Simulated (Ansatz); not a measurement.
Debugging a frozen displacement of one atom of Mg2ZnSb2, space group P3m1 (Ansatz 0.2.0 through its Python package).

`push.py`:
```python
"""Frozen displacement of one atom in Mg2ZnSb2."""

import warnings

import ansatz as az
import numpy as np
from pymatgen.core import Lattice, Structure
from pymatgen.io.ase import AseAtomsAdaptor

KMESH = (6, 6, 4)
SMEARING = "fixed"


def main() -> None:
    warnings.simplefilter("ignore", az.DeckWarning)

    pmg_structure = Structure(
        Lattice([(4.437244, 0.0, 0.0), (-2.218622, 3.842766, 0.0), (0.0, 0.0, 7.265479)]),
        ["Mg", "Mg", "Zn", "Sb", "Sb"],
        [
            (1 / 3, 2 / 3, 0.376698),
            (2 / 3, 1 / 3, 0.009692),
            (0.0, 0.0, 0.622993),
            (0.0, 0.0, 0.226948),
            (1 / 3, 2 / 3, 0.763667),
        ],
    )
    xtal = az.Crystal.from_ase(AseAtomsAdaptor.get_atoms(pmg_structure))

    inverse = np.linalg.inv(np.array(xtal.lattice.vectors))
    home = np.array(xtal.sites[2].position)
    values = np.linspace(-0.2, 0.2, 5)
    energies, pulls = [], []
    for shift in values:
        moved = xtal.move(2, to=home + shift * inverse[1])
        base = (
            moved.calculation()
            .pseudopotentials("paw")
            .kpoints(*KMESH)  # sampling of the Brillouin zone
            .occupations(SMEARING)
            .functional(az.Functional.PBESOL)
            .forces()
        )
        summary = base.run(threads=1).report
        energies.append(summary["free_energy_ev"])
        pulls.append(summary["forces_ev_ang"][2][1])

    # the force is minus the slope of the free energy
    print("shift (A)   dE (eV)   force along y (eV/A)")
    for shift, e, f in zip(values, energies, pulls):
        print(f"{shift:8.3f} {e - energies[2]:10.5f} {f:12.4f}")
    print(f"stiffness from energies {2 * np.polyfit(values, energies, 2)[0]:.3f}, from forces {-np.polyfit(values, pulls, 1)[0]:.3f} eV/A^2")


if __name__ == "__main__":
    main()
```

Running `python push.py` prints:
```text
RunWarning: iter 1: σ=0 fill of 31 bands saw a band overlap (occupied 8.1365 eV > unoccupied 7.9113 eV) — on an unconverged iterate often a transient of an unconverged empty band; one that stands at the close is told there (band_overlap_at_count); if the run fails to converge, the spectrum is likely genuinely metallic at σ=0 — use a smearing of finite width or the tetrahedron method (which not every kind of run takes: see the entry of scf.occupations.method in the input reference), with at [...]
RunWarning: the bands overlap at the fill by count (31 filled at each k-point of a channel): the highest filled level, 8.098948 eV at k-index 0, stands 0.2211 eV over the lowest empty one, 7.877832 eV at k-index 8, so that a fill of the lowest levels lies lower and no gap is reported. A metal, or a carrier in a host's bands, wants a smearing of finite width or the tetrahedron method (`scf.occupations.method`). A defect's level that its images broaden is meant whole, and this fill is then the right one; a shifted mesh or single k-points narrow the overlap
shift (A)   dE (eV)   force along y (eV/A)
  -0.200    0.05232       0.4772
  -0.100    0.01430       0.2731
   0.000    0.00000      -0.0000
   0.100    0.01719      -0.3601
   0.200    0.07573      -0.8318
stiffness from energies 3.209, from forces 3.251 eV/A^2
```
(Warnings from the package without file and line, shortened, repeats left out.)

The script ran to its end, but the result can't be trusted. Why?

The fault: fixed occupations, though the bands overlap at this level of theory. The change:

The script, `push.py`:
```python
"""Frozen displacement of one atom in Mg2ZnSb2."""

import warnings

import ansatz as az
import numpy as np
from pymatgen.core import Lattice, Structure
from pymatgen.io.ase import AseAtomsAdaptor

KMESH = (6, 6, 4)
SMEARING = "fermi_dirac"
SIGMA = 0.05


def main() -> None:
    warnings.simplefilter("ignore", az.DeckWarning)

    pmg_structure = Structure(
        Lattice([(4.437244, 0.0, 0.0), (-2.218622, 3.842766, 0.0), (0.0, 0.0, 7.265479)]),
        ["Mg", "Mg", "Zn", "Sb", "Sb"],
        [
            (1 / 3, 2 / 3, 0.376698),
            (2 / 3, 1 / 3, 0.009692),
            (0.0, 0.0, 0.622993),
            (0.0, 0.0, 0.226948),
            (1 / 3, 2 / 3, 0.763667),
        ],
    )
    xtal = az.Crystal.from_ase(AseAtomsAdaptor.get_atoms(pmg_structure))

    inverse = np.linalg.inv(np.array(xtal.lattice.vectors))
    home = np.array(xtal.sites[2].position)
    values = np.linspace(-0.2, 0.2, 5)
    energies, pulls = [], []
    for shift in values:
        moved = xtal.move(2, to=home + shift * inverse[1])
        base = (
            moved.calculation()
            .pseudopotentials("paw")
            .kpoints(*KMESH)  # sampling of the Brillouin zone
            .occupations(SMEARING, width=SIGMA)
            .functional(az.Functional.PBESOL)
            .forces()
        )
        summary = base.run(threads=1).report
        energies.append(summary["free_energy_ev"])
        pulls.append(summary["forces_ev_ang"][2][1])

    # the force is minus the slope of the free energy
    print("shift (A)   dE (eV)   force along y (eV/A)")
    for shift, e, f in zip(values, energies, pulls):
        print(f"{shift:8.3f} {e - energies[2]:10.5f} {f:12.4f}")
    print(f"stiffness from energies {2 * np.polyfit(values, energies, 2)[0]:.3f}, from forces {-np.polyfit(values, pulls, 1)[0]:.3f} eV/A^2")


if __name__ == "__main__":
    main()
```

With that change:

```console
$ python push.py
shift (A)   dE (eV)   force along y (eV/A)
  -0.200    0.04876       0.4474
  -0.100    0.01328       0.2537
   0.000    0.00000      -0.0000
   0.100    0.01618      -0.3410
   0.200    0.07228      -0.8041
stiffness from energies 3.037, from forces 3.098 eV/A^2
```

Caveats:
- This cell is a computed structure, which may not be the phase found in nature.
- All periodic images of the atom move with it, so the curvature is one diagonal element of the zone-centre force constants and no normal mode; a positive value doesn't exclude soft modes in which several atoms move.
- Timing: 98 s on 1 thread of Arm Neoverse V1 (shared host), peak memory 0.56 GiB.
